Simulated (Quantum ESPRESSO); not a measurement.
# Ru (P6_3/mmc) in Quantum ESPRESSO: a series of runs

Aim: see how the results for Ru move with the level of theory and the settings. Levels: PBEsol, PBE, LDA. Tasks: single point.

Everything below comes from runs of Quantum ESPRESSO 7.5. Logs are shortened: lines on timing, memory, paths and dates and some standing lists are left out, and cuts for length are marked.

### Step 1. The crystal as given

It takes space group P6_3/mmc (No. 194, hexagonal). The conventional cell has a = 2.676 Å, b = 2.676 Å, c = 4.376 Å, α = 90.00°, β = 90.00°, γ = 120.00°. Ru (site symmetry -6m2) is surrounded by 12 Ru at 2.68 Å.

The cell was built by a generator and needn't be a form met in nature.

### Step 2. Single point, PBEsol

pw.in reads:

```
&CONTROL
  calculation = 'scf'
  prefix = 'pwscf'
  outdir = './tmp'
  pseudo_dir = './pseudo'
  tprnfor = .true.
  tstress = .true.
  disk_io = 'nowf'
/
&SYSTEM
  ibrav = 0
  nat = 2
  ntyp = 1
  ecutwfc = 45
  ecutrho = 360
  nbnd = 24
  occupations = 'smearing'
  smearing = 'mp'
  degauss = 0.00734986
/
&ELECTRONS
  conv_thr = 4d-10
  electron_maxstep = 120
  mixing_beta = 0.5
/
ATOMIC_SPECIES
Ru   101.0700 ru_pbesol_v1.2.uspp.F.UPF
CELL_PARAMETERS angstrom
   2.6762610600    0.0000000000    0.0000000000
  -1.3381305300    2.3177100651    0.0000000000
   0.0000000000    0.0000000000    4.3756200000
ATOMIC_POSITIONS crystal
Ru     0.3333333333    0.6666666667    0.2500000000
Ru     0.6666666667    0.3333333333    0.7500000000
K_POINTS automatic
18 18 11 0 0 0
```

Potentials or basis: GBRV 1.5 PBEsol.

Started as:

```
$ OMP_NUM_THREADS=1 pw.x -in pw.in > pw.out
```

pw.out:

```text
This program is part of the open-source Quantum ESPRESSO suite
     for quantum simulation of materials; please cite
[... 9 lines left out ...]
     --------------------
     sticks:   dense  smooth     PW     G-vecs:    dense   smooth      PW
     Sum         637     313    109                21181     7475    1353

     Using Slab Decomposition

     bravais-lattice index     =            0
     lattice parameter (alat)  =       5.0574  a.u.
     unit-cell volume          =     183.1571 (a.u.)^3
     number of atoms/cell      =            2
     number of atomic types    =            1
     number of electrons       =        32.00
     number of Kohn-Sham states=           24
     kinetic-energy cutoff     =      45.0000  Ry
     charge density cutoff     =     360.0000  Ry
     scf convergence threshold =      4.0E-10
     mixing beta               =       0.5000
     number of iterations used =            8  plain     mixing
     Exchange-correlation= SLA  PW   PSX  PSC
                           (   1   4  10   8   0   0   0)

     celldm(1)=   5.057400  celldm(2)=   0.000000  celldm(3)=   0.000000
     celldm(4)=   0.000000  celldm(5)=   0.000000  celldm(6)=   0.000000

     crystal axes: (cart. coord. in units of alat)
               a(1) = (   1.000000   0.000000   0.000000 )
               a(2) = (  -0.500000   0.866025   0.000000 )
               a(3) = (   0.000000   0.000000   1.634975 )

     reciprocal axes: (cart. coord. in units 2 pi/alat)
               b(1) = (  1.000000  0.577350 -0.000000 )
               b(2) = (  0.000000  1.154701  0.000000 )
               b(3) = (  0.000000 -0.000000  0.611630 )

     PseudoPot. # 1 for Ru read from file:
     ru_pbesol_v1.2.uspp.F.UPF
     Pseudo is Ultrasoft + core correction, Zval = 16.0
     Generated by new atomic code, or converted to UPF format
     Using radial grid of  967 points,  6 beta functions with:
                l(1) =   0
                l(2) =   0
                l(3) =   1
                l(4) =   1
                l(5) =   2
                l(6) =   2
     Q(r) pseudized with  8 coefficients,  rinner =    1.300   1.300   1.300
                                                       1.300   1.300

     atomic species   valence    mass     pseudopotential
     Ru               16.00   101.07000     Ru( 1.00)

     24 Sym. Ops., with inversion, found (12 have fractional translation)

   Cartesian axes

     site n.     atom                  positions (alat units)
         1        Ru     tau(   1) = (  -0.0000000   0.5773503   0.4087438  )
         2        Ru     tau(   2) = (   0.5000000   0.2886751   1.2262313  )

     number of k points=   222  Methfessel-Paxton smearing, width (Ry)=  0.0073

     Number of k-points >= 100: set verbosity='high' to print them.

     Dense  grid:    21181 G-vectors     FFT dimensions: (  32,  32,  50)

     Smooth grid:     7475 G-vectors     FFT dimensions: (  24,  24,  36)

     Check: negative core charge=   -0.000001

     Initial potential from superposition of free atoms

     starting charge      30.0000, renormalised to      32.0000

     negative rho (up, down):  1.464E-01 0.000E+00
     Starting wfcs are   26 randomized atomic wfcs

     Self-consistent Calculation

     iteration #  1     ecut=    45.00 Ry     beta= 0.50
     Davidson diagonalization with overlap
     ethr =  1.00E-02,  avg # of iterations =  5.1

     negative rho (up, down):  1.443E-01 0.000E+00

     total energy              =    -387.90292056 Ry
     estimated scf accuracy    <       2.50676950 Ry

     iteration #  2     ecut=    45.00 Ry     beta= 0.50
     Davidson diagonalization with overlap
     ethr =  7.83E-03,  avg # of iterations =  2.0

     negative rho (up, down):  1.450E-01 0.000E+00

     total energy              =    -388.48509970 Ry
     estimated scf accuracy    <       0.02558379 Ry

     iteration #  3     ecut=    45.00 Ry     beta= 0.50
     Davidson diagonalization with overlap
     ethr =  7.99E-05,  avg # of iterations =  3.9

     negative rho (up, down):  1.441E-01 0.000E+00

     total energy              =    -388.49057928 Ry
     estimated scf accuracy    <       0.00050927 Ry

     iteration #  4     ecut=    45.00 Ry     beta= 0.50
     Davidson diagonalization with overlap
     ethr =  1.59E-06,  avg # of iterations =  4.8

     negative rho (up, down):  1.439E-01 0.000E+00

     total energy              =    -388.49064752 Ry
     estimated scf accuracy    <       0.00002210 Ry

     iteration #  5     ecut=    45.00 Ry     beta= 0.50
     Davidson diagonalization with overlap
     ethr =  6.91E-08,  avg # of iterations =  3.0

     negative rho (up, down):  1.435E-01 0.000E+00

     total energy              =    -388.49065430 Ry
     estimated scf accuracy    <       0.00000100 Ry

     iteration #  6     ecut=    45.00 Ry     beta= 0.50
     Davidson diagonalization with overlap
     ethr =  3.12E-09,  avg # of iterations =  2.2

     negative rho (up, down):  1.435E-01 0.000E+00

     total energy              =    -388.49065443 Ry
     estimated scf accuracy    <       0.00000002 Ry

     iteration #  7     ecut=    45.00 Ry     beta= 0.50
     Davidson diagonalization with overlap
     ethr =  7.05E-11,  avg # of iterations =  3.6

     negative rho (up, down):  1.435E-01 0.000E+00

     total energy              =    -388.49065444 Ry
     estimated scf accuracy    <          2.5E-09 Ry

     iteration #  8     ecut=    45.00 Ry     beta= 0.50
     Davidson diagonalization with overlap
     ethr =  7.77E-12,  avg # of iterations =  1.7

     negative rho (up, down):  1.435E-01 0.000E+00

     End of self-consistent calculation

     Number of k-points >= 100: set verbosity='high' to print the bands.

     the Fermi energy is    23.6084 ev

!    total energy              =    -388.49065444 Ry
     estimated scf accuracy    <          1.4E-10 Ry
     smearing contrib. (-TS)   =      -0.00001752 Ry
     internal energy E=F+TS    =    -388.49063692 Ry

     The total energy is F=E-TS. E is the sum of the following terms:
     one-electron contribution =     -64.99309325 Ry
     hartree contribution      =      56.10102547 Ry
     xc contribution           =     -51.53254637 Ry
     ewald contribution        =    -328.06602277 Ry

     convergence has been achieved in   8 iterations

     negative rho (up, down):  1.435E-01 0.000E+00

     Forces acting on atoms (cartesian axes, Ry/au):

     atom    1 type  1   force =     0.00000000    0.00000000    0.00000000
     atom    2 type  1   force =     0.00000000    0.00000000    0.00000000

     Total force =     0.000000     Total SCF correction =     0.000000

     Computing stress (Cartesian axis) and pressure

     negative rho (up, down):  1.435E-01 0.000E+00
          total   stress  (Ry/bohr**3)                   (kbar)     P=      -67.54
  -0.00009745  -0.00000000   0.00000000          -14.34       -0.00        0.00
   0.00000000  -0.00009745   0.00000000            0.00      -14.34        0.00
   0.00000000   0.00000000  -0.00118241            0.00        0.00     -173.94

=------------------------------------------------------------------------------=
   JOB DONE.
=------------------------------------------------------------------------------=
```

It took 63 s on 1 thread of Intel Xeon Platinum 8488C (Sapphire Rapids), shared host; peak memory 0.18 GiB.

Results:

| Item | Value |
| --- | --- |
| Free energy | -5285.6846 eV |
| Pressure | -6.8 GPa |
| Band gap on the k mesh | none (metal or under the smearing width) |

### Step 3. Single point, PBE

This run uses another cell than the first one, of 13.86 Å³/atom, 1.021 times its volume.

Edit pw.in of step 2 so:

```diff
@@ -26,7 +26,7 @@
 ATOMIC_SPECIES
-Ru   101.0700 ru_pbesol_v1.2.uspp.F.UPF
+Ru   101.0700 ru_pbe_v1.2.uspp.F.UPF
 CELL_PARAMETERS angstrom
-   2.6762610600    0.0000000000    0.0000000000
-  -1.3381305300    2.3177100651    0.0000000000
-   0.0000000000    0.0000000000    4.3756200000
+   2.6950136400    0.0000000000    0.0000000000
+  -1.3475068200    2.3339502758    0.0000000000
+   0.0000000000    0.0000000000    4.4062800000
 ATOMIC_POSITIONS crystal
```

Potentials or basis: GBRV 1.5 PBE.

Started as:

```
$ OMP_NUM_THREADS=1 pw.x -in pw.in > pw.out
```

pw.out:

```text
This program is part of the open-source Quantum ESPRESSO suite
     for quantum simulation of materials; please cite
[... 9 lines left out ...]
     --------------------
     sticks:   dense  smooth     PW     G-vecs:    dense   smooth      PW
     Sum         649     313    109                21639     7571    1389

     Using Slab Decomposition

     bravais-lattice index     =            0
     lattice parameter (alat)  =       5.0928  a.u.
     unit-cell volume          =     187.0343 (a.u.)^3
     number of atoms/cell      =            2
     number of atomic types    =            1
     number of electrons       =        32.00
     number of Kohn-Sham states=           24
     kinetic-energy cutoff     =      45.0000  Ry
     charge density cutoff     =     360.0000  Ry
     scf convergence threshold =      4.0E-10
     mixing beta               =       0.5000
     number of iterations used =            8  plain     mixing
     Exchange-correlation= SLA  PW   PBE  PBE
                           (   1   4   3   4   0   0   0)

     celldm(1)=   5.092838  celldm(2)=   0.000000  celldm(3)=   0.000000
     celldm(4)=   0.000000  celldm(5)=   0.000000  celldm(6)=   0.000000

     crystal axes: (cart. coord. in units of alat)
               a(1) = (   1.000000   0.000000   0.000000 )
               a(2) = (  -0.500000   0.866025   0.000000 )
               a(3) = (   0.000000   0.000000   1.634975 )

     reciprocal axes: (cart. coord. in units 2 pi/alat)
               b(1) = (  1.000000  0.577350 -0.000000 )
               b(2) = (  0.000000  1.154701  0.000000 )
               b(3) = (  0.000000 -0.000000  0.611630 )

     PseudoPot. # 1 for Ru read from file:
     ru_pbe_v1.2.uspp.F.UPF
     Pseudo is Ultrasoft + core correction, Zval = 16.0
     Generated by new atomic code, or converted to UPF format
     Using radial grid of  967 points,  6 beta functions with:
                l(1) =   0
                l(2) =   0
                l(3) =   1
                l(4) =   1
                l(5) =   2
                l(6) =   2
     Q(r) pseudized with  8 coefficients,  rinner =    1.300   1.300   1.300
                                                       1.300   1.300

     atomic species   valence    mass     pseudopotential
     Ru               16.00   101.07000     Ru( 1.00)

     24 Sym. Ops., with inversion, found (12 have fractional translation)

   Cartesian axes

     site n.     atom                  positions (alat units)
         1        Ru     tau(   1) = (  -0.0000000   0.5773503   0.4087438  )
         2        Ru     tau(   2) = (   0.5000000   0.2886751   1.2262313  )

     number of k points=   222  Methfessel-Paxton smearing, width (Ry)=  0.0073

     Number of k-points >= 100: set verbosity='high' to print them.

     Dense  grid:    21639 G-vectors     FFT dimensions: (  32,  32,  54)

     Smooth grid:     7571 G-vectors     FFT dimensions: (  24,  24,  36)

     Check: negative core charge=   -0.000001

     Initial potential from superposition of free atoms

     starting charge      30.0000, renormalised to      32.0000

     negative rho (up, down):  1.535E-01 0.000E+00
     Starting wfcs are   26 randomized atomic wfcs

     Self-consistent Calculation

     iteration #  1     ecut=    45.00 Ry     beta= 0.50
     Davidson diagonalization with overlap
     ethr =  1.00E-02,  avg # of iterations =  4.9

     negative rho (up, down):  1.520E-01 0.000E+00

     total energy              =    -387.93294131 Ry
     estimated scf accuracy    <       2.49710796 Ry

     iteration #  2     ecut=    45.00 Ry     beta= 0.50
     Davidson diagonalization with overlap
     ethr =  7.80E-03,  avg # of iterations =  2.0

     negative rho (up, down):  1.525E-01 0.000E+00

     total energy              =    -388.50906340 Ry
     estimated scf accuracy    <       0.02807399 Ry

     iteration #  3     ecut=    45.00 Ry     beta= 0.50
     Davidson diagonalization with overlap
     ethr =  8.77E-05,  avg # of iterations =  3.8

     negative rho (up, down):  1.514E-01 0.000E+00

     total energy              =    -388.51513176 Ry
     estimated scf accuracy    <       0.00051550 Ry

     iteration #  4     ecut=    45.00 Ry     beta= 0.50
     Davidson diagonalization with overlap
     ethr =  1.61E-06,  avg # of iterations =  4.8

     negative rho (up, down):  1.512E-01 0.000E+00

     total energy              =    -388.51519912 Ry
     estimated scf accuracy    <       0.00001764 Ry

     iteration #  5     ecut=    45.00 Ry     beta= 0.50
     Davidson diagonalization with overlap
     ethr =  5.51E-08,  avg # of iterations =  3.4

     negative rho (up, down):  1.508E-01 0.000E+00

     total energy              =    -388.51520488 Ry
     estimated scf accuracy    <       0.00000096 Ry

     iteration #  6     ecut=    45.00 Ry     beta= 0.50
     Davidson diagonalization with overlap
     ethr =  3.00E-09,  avg # of iterations =  2.1

     negative rho (up, down):  1.508E-01 0.000E+00

     total energy              =    -388.51520499 Ry
     estimated scf accuracy    <       0.00000003 Ry

     iteration #  7     ecut=    45.00 Ry     beta= 0.50
     Davidson diagonalization with overlap
     ethr =  7.83E-11,  avg # of iterations =  3.5

     negative rho (up, down):  1.508E-01 0.000E+00

     total energy              =    -388.51520500 Ry
     estimated scf accuracy    <          2.9E-09 Ry

     iteration #  8     ecut=    45.00 Ry     beta= 0.50
     Davidson diagonalization with overlap
     ethr =  8.97E-12,  avg # of iterations =  1.8

     negative rho (up, down):  1.508E-01 0.000E+00

     End of self-consistent calculation

     Number of k-points >= 100: set verbosity='high' to print the bands.

     the Fermi energy is    23.1545 ev

!    total energy              =    -388.51520500 Ry
     estimated scf accuracy    <          2.7E-10 Ry
     smearing contrib. (-TS)   =      -0.00001178 Ry
     internal energy E=F+TS    =    -388.51519322 Ry

     The total energy is F=E-TS. E is the sum of the following terms:
     one-electron contribution =     -68.16621588 Ry
     hartree contribution      =      57.28771377 Ry
     xc contribution           =     -51.85343390 Ry
     ewald contribution        =    -325.78325720 Ry

     convergence has been achieved in   8 iterations

     negative rho (up, down):  1.508E-01 0.000E+00

     Forces acting on atoms (cartesian axes, Ry/au):

     atom    1 type  1   force =    -0.00000000   -0.00000000    0.00000000
     atom    2 type  1   force =     0.00000000    0.00000000    0.00000000

     Total force =     0.000000     Total SCF correction =     0.000000

     Computing stress (Cartesian axis) and pressure

     negative rho (up, down):  1.508E-01 0.000E+00
          total   stress  (Ry/bohr**3)                   (kbar)     P=      -26.20
   0.00016339  -0.00000000   0.00000000           24.03       -0.00        0.00
   0.00000000   0.00016339   0.00000000            0.00       24.03        0.00
   0.00000000   0.00000000  -0.00086113            0.00        0.00     -126.68

=------------------------------------------------------------------------------=
   JOB DONE.
=------------------------------------------------------------------------------=
```

Run time: 59 s. Hardware: 1 thread of Intel Xeon Platinum 8488C (Sapphire Rapids), shared host; peak memory 0.19 GiB.

Results:

```yaml
Free_energy: -5286.0187 eV
Pressure: -2.6 GPa
Band_gap_on_the_k_mesh: none (metal or under the smearing width)
```

### Step 4. Single point, LDA

This run uses another cell than the first one, of 13.33 Å³/atom, 0.982 times its volume.

Edit pw.in of step 3 so:

```diff
@@ -26,7 +26,7 @@
 ATOMIC_SPECIES
-Ru   101.0700 ru_pbe_v1.2.uspp.F.UPF
+Ru   101.0700 ru_lda_v1.2.uspp.F.UPF
 CELL_PARAMETERS angstrom
-   2.6950136400    0.0000000000    0.0000000000
-  -1.3475068200    2.3339502758    0.0000000000
-   0.0000000000    0.0000000000    4.4062800000
+   2.6601874200    0.0000000000    0.0000000000
+  -1.3300937100    2.3037898845    0.0000000000
+   0.0000000000    0.0000000000    4.3493400000
 ATOMIC_POSITIONS crystal
```

Potentials or basis: GBRV 1.5 LDA.

Started as:

```
$ OMP_NUM_THREADS=1 pw.x -in pw.in > pw.out
```

It took 42 s on 1 thread of Intel Xeon 6975P-C (Granite Rapids), shared host; peak memory 0.18 GiB.

Results (log left out):

- Free energy: -5290.9295 eV
- Pressure: -6.6 GPa
- Band gap on the k mesh: none (metal or under the smearing width)

Stress tensor (GPa, compression positive):
```
 -1.10   0.00   0.00
  0.00  -1.10   0.00
  0.00   0.00 -17.66
```

Levels at points of the mesh, in eV from the Fermi level:
| k point | band 14 | band 15 | band 16 | band 17 | band 18 | band 19 |
| --- | --- | --- | --- | --- | --- | --- |
| (0.00, 0.00, 0.00) | -2.01 | -2.01 | -1.16 | -1.16 | 0.93 | 1.26 |
| (0.00, -0.50, 0.00) | -1.72 | -1.71 | 1.72 | 1.88 | 2.08 | 4.27 |

### Step 5. Summary

| level | potentials or basis | cell | form of the LDA correlation | gap on the mesh (eV) | pressure (GPa) |
| --- | --- | --- | --- | --- | --- |
| PBEsol | GBRV 1.5 PBEsol | P6_3/mmc, 13.57 Å³/atom | - | none | -6.8 |
| PBE | GBRV 1.5 PBE | P6_3/mmc, 13.86 Å³/atom | - | none | -2.6 |
| LDA | GBRV 1.5 LDA | P6_3/mmc, 13.33 Å³/atom | PZ81 | none | -6.6 |

Alike in all rows: task single point; no spin polarisation; k mesh 18 × 18 × 11; cutoff (eV) 612; smearing methfessel-paxton 0.1 eV.

Total energies depend on the potentials used, so only differences within one code and one set of settings carry meaning.
